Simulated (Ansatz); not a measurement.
# HfH: the cost of one run

Method: DFT PBE, scalar-relativistic, plane waves, PAW, in Ansatz 0.2.0.

**1. Starting point**

It takes space group P6_3/mmc (No. 194, hexagonal). The conventional cell has a = 3.384 Å, b = 3.384 Å, c = 5.575 Å, α = 90.00°, β = 90.00°, γ = 120.00°. Around Hf (site symmetry -6m2) lie 6 H at 2.40 Å. H (site symmetry -3m) has 6 Hf at 2.40 Å as nearest neighbours.

Structure file:

```cif
data_structure
_symmetry_space_group_name_H-M 'P 1'
_symmetry_Int_Tables_number 1
_cell_length_a 3.3840
_cell_length_b 3.3840
_cell_length_c 5.5754
_cell_angle_alpha 90.000
_cell_angle_beta 90.000
_cell_angle_gamma 120.000
_cell_volume 55.29
loop_
_atom_site_label
_atom_site_type_symbol
_atom_site_fract_x
_atom_site_fract_y
_atom_site_fract_z
_atom_site_occupancy
Hf1 Hf 0.33333 0.66667 0.75000 1
Hf2 Hf 0.66667 0.33333 0.25000 1
H1 H 0.00000 0.00000 0.00000 1
H2 H 0.00000 0.00000 0.50000 1
```

The cell is invented: close-packed metal layers stacked AB|A, with sites between them filled layer by layer (P6_3/mmc, No. 194). Its size is a rough estimate.

**2. A first look at the guess**

The input, input.yaml:

```yaml
crystal:
  lattice:
    - [3.384, 0.0, 0.0]
    - [-1.692, 2.93062997, 0.0]
    - [0.0, 0.0, 5.5754433]
  atoms:
    - { symbol: Hf, position: [0.33333333, 0.66666667, 0.75] }
    - { symbol: Hf, position: [0.66666667, 0.33333333, 0.25] }
    - { symbol: H, position: [0.0, 0.0, 0.0] }
    - { symbol: H, position: [0.0, 0.0, 0.5] }
basis:
  ecutwfc: 420
kpoints:
  mp_grid: { grid: [6, 6, 4] }
hamiltonian:
  xc: pbe
scf:
  occupations: { method: gaussian, width: 0.1 }
  lower_state_search: "off"
output:
  forces: true
  stress: true
  eigenvalues: true
```

The run is started by

```sh
> ansatz run input.yaml --threads 1 --pin off --max-ram 2048MiB --backend cpu --events-out ev --progress --plain --runs-dir out
```

Q: Estimate wall time and peak memory on 1 thread of Arm Neoverse V2, shared host.

About 2.2 s, with a peak of 0.32 GiB.
